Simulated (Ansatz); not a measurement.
# Zn36HNO35: the cost of one run

Method: DFT PBE, scalar-relativistic, plane waves, PAW, in Ansatz 0.2.0.

## 1. The system as given

Symmetry: Cm, No. 8, monoclinic system. Conventional cell: a = 17.041 Å, b = 9.838 Å, c = 10.588 Å, α = 90.00°, β = 90.00°, γ = 90.00°. Around Zn (site symmetry m) lie 3 O at 2.00 to 2.01 Å and 1 N at 2.00 Å. Zn (site symmetry m) is surrounded by 4 O at 2.00 to 2.01 Å. Around Zn (site symmetry 1) lie 4 O at 2.00 to 2.01 Å. Zn (site symmetry 1) is surrounded by 1 H at 1.91 Å and 1 N at 2.00 Å and 3 O at 2.00 to 2.01 Å. Only part of the 49 independent sites is listed.

As a file:

```cif
data_structure
_symmetry_space_group_name_H-M 'P 1'
_symmetry_Int_Tables_number 1
_cell_length_a 9.8384
_cell_length_b 9.8384
_cell_length_c 10.5875
_cell_angle_alpha 90.000
_cell_angle_beta 90.000
_cell_angle_gamma 120.000
_cell_volume 887.52
loop_
_atom_site_label
_atom_site_type_symbol
_atom_site_fract_x
_atom_site_fract_y
_atom_site_fract_z
_atom_site_occupancy
Zn1 Zn 0.11111 0.22222 0.24998 1
Zn2 Zn 0.11111 0.22222 0.74998 1
Zn3 Zn 0.11111 0.55556 0.24998 1
Zn4 Zn 0.11111 0.55556 0.74998 1
Zn5 Zn 0.11111 0.88889 0.24998 1
Zn6 Zn 0.11111 0.88889 0.74998 1
Zn7 Zn 0.44444 0.22222 0.24998 1
Zn8 Zn 0.44444 0.22222 0.74998 1
Zn9 Zn 0.44444 0.55556 0.24998 1
Zn10 Zn 0.44444 0.55556 0.74998 1
Zn11 Zn 0.44444 0.88889 0.24998 1
Zn12 Zn 0.44444 0.88889 0.74998 1
Zn13 Zn 0.77778 0.22222 0.24998 1
Zn14 Zn 0.77778 0.22222 0.74998 1
Zn15 Zn 0.77778 0.55556 0.24998 1
Zn16 Zn 0.77778 0.55556 0.74998 1
Zn17 Zn 0.77778 0.88889 0.24998 1
Zn18 Zn 0.77778 0.88889 0.74998 1
Zn19 Zn 0.22222 0.11111 0.49998 1
Zn20 Zn 0.22222 0.11111 0.99998 1
Zn21 Zn 0.22222 0.44444 0.49998 1
Zn22 Zn 0.22222 0.44444 0.99998 1
Zn23 Zn 0.22222 0.77778 0.49998 1
Zn24 Zn 0.22222 0.77778 0.99998 1
Zn25 Zn 0.55556 0.11111 0.49998 1
Zn26 Zn 0.55556 0.11111 0.99998 1
Zn27 Zn 0.55556 0.44444 0.49998 1
Zn28 Zn 0.55556 0.44444 0.99998 1
Zn29 Zn 0.55556 0.77778 0.49998 1
Zn30 Zn 0.55556 0.77778 0.99998 1
Zn31 Zn 0.88889 0.11111 0.49998 1
Zn32 Zn 0.88889 0.11111 0.99998 1
Zn33 Zn 0.88889 0.44444 0.49998 1
Zn34 Zn 0.88889 0.44444 0.99998 1
Zn35 Zn 0.88889 0.77778 0.49998 1
Zn36 Zn 0.88889 0.77778 0.99998 1
N1 N 0.22222 0.11111 0.18952 1
O1 O 0.22222 0.11111 0.68952 1
O2 O 0.22222 0.44444 0.18952 1
O3 O 0.22222 0.44444 0.68952 1
O4 O 0.22222 0.77778 0.18952 1
O5 O 0.22222 0.77778 0.68952 1
O6 O 0.55556 0.11111 0.18952 1
O7 O 0.55556 0.11111 0.68952 1
O8 O 0.55556 0.44444 0.18952 1
O9 O 0.55556 0.44444 0.68952 1
O10 O 0.55556 0.77778 0.18952 1
O11 O 0.55556 0.77778 0.68952 1
O12 O 0.88889 0.11111 0.18952 1
O13 O 0.88889 0.11111 0.68952 1
O14 O 0.88889 0.44444 0.18952 1
O15 O 0.88889 0.44444 0.68952 1
O16 O 0.88889 0.77778 0.18952 1
O17 O 0.88889 0.77778 0.68952 1
O18 O 0.11111 0.22222 0.43952 1
O19 O 0.11111 0.22222 0.93952 1
O20 O 0.11111 0.55556 0.43952 1
O21 O 0.11111 0.55556 0.93952 1
O22 O 0.11111 0.88889 0.43952 1
O23 O 0.11111 0.88889 0.93952 1
O24 O 0.44444 0.22222 0.43952 1
O25 O 0.44444 0.22222 0.93952 1
O26 O 0.44444 0.55556 0.43952 1
O27 O 0.44444 0.55556 0.93952 1
O28 O 0.44444 0.88889 0.43952 1
O29 O 0.44444 0.88889 0.93952 1
O30 O 0.77778 0.22222 0.43952 1
O31 O 0.77778 0.22222 0.93952 1
O32 O 0.77778 0.55556 0.43952 1
O33 O 0.77778 0.55556 0.93952 1
O34 O 0.77778 0.88889 0.43952 1
O35 O 0.77778 0.88889 0.93952 1
H1 H 0.28062 0.05272 0.15771 1
```

The structure rests on a cell from the Crystallography Open Database, changed: atom 37 becomes N; H added.

## 2. Relaxing the atoms: Zn36HNO35 defect cell, no spin

It takes the final geometry of an earlier run: atom 37 becomes N; H added.

input.yaml

```yaml
crystal:
  lattice:
    - [9.8384282164, 0.0, 0.0]
    - [-4.9192141082, 8.5203287687, 0.0]
    - [0.0, 0.0, 10.5875275229]
  atoms:
    - { symbol: Zn, position: [0.1111111111, 0.2222222222, 0.2499846395] }
    - { symbol: Zn, position: [0.1111111111, 0.2222222222, 0.7499846395] }
    - { symbol: Zn, position: [0.1111111111, 0.5555555556, 0.2499846395] }
    - { symbol: Zn, position: [0.1111111111, 0.5555555556, 0.7499846395] }
    - { symbol: Zn, position: [0.1111111111, 0.8888888889, 0.2499846395] }
    - { symbol: Zn, position: [0.1111111111, 0.8888888889, 0.7499846395] }
    - { symbol: Zn, position: [0.4444444444, 0.2222222222, 0.2499846395] }
    - { symbol: Zn, position: [0.4444444444, 0.2222222222, 0.7499846395] }
    - { symbol: Zn, position: [0.4444444444, 0.5555555556, 0.2499846395] }
    - { symbol: Zn, position: [0.4444444444, 0.5555555556, 0.7499846395] }
    - { symbol: Zn, position: [0.4444444444, 0.8888888889, 0.2499846395] }
    - { symbol: Zn, position: [0.4444444444, 0.8888888889, 0.7499846395] }
    - { symbol: Zn, position: [0.7777777778, 0.2222222222, 0.2499846395] }
    - { symbol: Zn, position: [0.7777777778, 0.2222222222, 0.7499846395] }
    - { symbol: Zn, position: [0.7777777778, 0.5555555556, 0.2499846395] }
    - { symbol: Zn, position: [0.7777777778, 0.5555555556, 0.7499846395] }
    - { symbol: Zn, position: [0.7777777778, 0.8888888889, 0.2499846395] }
    - { symbol: Zn, position: [0.7777777778, 0.8888888889, 0.7499846395] }
    - { symbol: Zn, position: [0.2222222222, 0.1111111111, 0.4999846395] }
    - { symbol: Zn, position: [0.2222222222, 0.1111111111, 0.9999846395] }
    - { symbol: Zn, position: [0.2222222222, 0.4444444444, 0.4999846395] }
    - { symbol: Zn, position: [0.2222222222, 0.4444444444, 0.9999846395] }
    - { symbol: Zn, position: [0.2222222222, 0.7777777778, 0.4999846395] }
    - { symbol: Zn, position: [0.2222222222, 0.7777777778, 0.9999846395] }
    - { symbol: Zn, position: [0.5555555556, 0.1111111111, 0.4999846395] }
    - { symbol: Zn, position: [0.5555555556, 0.1111111111, 0.9999846395] }
    - { symbol: Zn, position: [0.5555555556, 0.4444444444, 0.4999846395] }
    - { symbol: Zn, position: [0.5555555556, 0.4444444444, 0.9999846395] }
    - { symbol: Zn, position: [0.5555555556, 0.7777777778, 0.4999846395] }
    - { symbol: Zn, position: [0.5555555556, 0.7777777778, 0.9999846395] }
    - { symbol: Zn, position: [0.8888888889, 0.1111111111, 0.4999846395] }
    - { symbol: Zn, position: [0.8888888889, 0.1111111111, 0.9999846395] }
    - { symbol: Zn, position: [0.8888888889, 0.4444444444, 0.4999846395] }
    - { symbol: Zn, position: [0.8888888889, 0.4444444444, 0.9999846395] }
    - { symbol: Zn, position: [0.8888888889, 0.7777777778, 0.4999846395] }
    - { symbol: Zn, position: [0.8888888889, 0.7777777778, 0.9999846395] }
    - { symbol: "N", position: [0.2222222222, 0.1111111111, 0.1895203605] }
    - { symbol: O, position: [0.2222222222, 0.1111111111, 0.6895203605] }
    - { symbol: O, position: [0.2222222222, 0.4444444444, 0.1895203605] }
    - { symbol: O, position: [0.2222222222, 0.4444444444, 0.6895203605] }
    - { symbol: O, position: [0.2222222222, 0.7777777778, 0.1895203605] }
    - { symbol: O, position: [0.2222222222, 0.7777777778, 0.6895203605] }
    - { symbol: O, position: [0.5555555556, 0.1111111111, 0.1895203605] }
    - { symbol: O, position: [0.5555555556, 0.1111111111, 0.6895203605] }
    - { symbol: O, position: [0.5555555556, 0.4444444444, 0.1895203605] }
    - { symbol: O, position: [0.5555555556, 0.4444444444, 0.6895203605] }
    - { symbol: O, position: [0.5555555556, 0.7777777778, 0.1895203605] }
    - { symbol: O, position: [0.5555555556, 0.7777777778, 0.6895203605] }
    - { symbol: O, position: [0.8888888889, 0.1111111111, 0.1895203605] }
    - { symbol: O, position: [0.8888888889, 0.1111111111, 0.6895203605] }
    - { symbol: O, position: [0.8888888889, 0.4444444444, 0.1895203605] }
    - { symbol: O, position: [0.8888888889, 0.4444444444, 0.6895203605] }
    - { symbol: O, position: [0.8888888889, 0.7777777778, 0.1895203605] }
    - { symbol: O, position: [0.8888888889, 0.7777777778, 0.6895203605] }
    - { symbol: O, position: [0.1111111111, 0.2222222222, 0.4395203605] }
    - { symbol: O, position: [0.1111111111, 0.2222222222, 0.9395203605] }
    - { symbol: O, position: [0.1111111111, 0.5555555556, 0.4395203605] }
    - { symbol: O, position: [0.1111111111, 0.5555555556, 0.9395203605] }
    - { symbol: O, position: [0.1111111111, 0.8888888889, 0.4395203605] }
    - { symbol: O, position: [0.1111111111, 0.8888888889, 0.9395203605] }
    - { symbol: O, position: [0.4444444444, 0.2222222222, 0.4395203605] }
    - { symbol: O, position: [0.4444444444, 0.2222222222, 0.9395203605] }
    - { symbol: O, position: [0.4444444444, 0.5555555556, 0.4395203605] }
    - { symbol: O, position: [0.4444444444, 0.5555555556, 0.9395203605] }
    - { symbol: O, position: [0.4444444444, 0.8888888889, 0.4395203605] }
    - { symbol: O, position: [0.4444444444, 0.8888888889, 0.9395203605] }
    - { symbol: O, position: [0.7777777778, 0.2222222222, 0.4395203605] }
    - { symbol: O, position: [0.7777777778, 0.2222222222, 0.9395203605] }
    - { symbol: O, position: [0.7777777778, 0.5555555556, 0.4395203605] }
    - { symbol: O, position: [0.7777777778, 0.5555555556, 0.9395203605] }
    - { symbol: O, position: [0.7777777778, 0.8888888889, 0.4395203605] }
    - { symbol: O, position: [0.7777777778, 0.8888888889, 0.9395203605] }
    - { symbol: H, position: [0.2806161609, 0.0527171724, 0.1577121281] }
scf:
  occupations: { method: gaussian, width: 0.02 }
output:
  forces: true
  stress: false
  eigenvalues: true
hamiltonian:
  xc: pbe
kpoints:
  mp_grid: { grid: [1, 1, 1] }
relax:
  f_tol: 0.005
  adjacent_minimum: "off"
```

Command:

```
ansatz run input.yaml --threads 4 --pin off --max-ram 14336MiB --backend cpu --events-out ev --progress --plain --runs-dir out
```

What time and memory should one allow on 4 threads of Intel Xeon Platinum 8488C (Sapphire Rapids), shared host?

About 46 s, with a peak of 1.4 GiB.
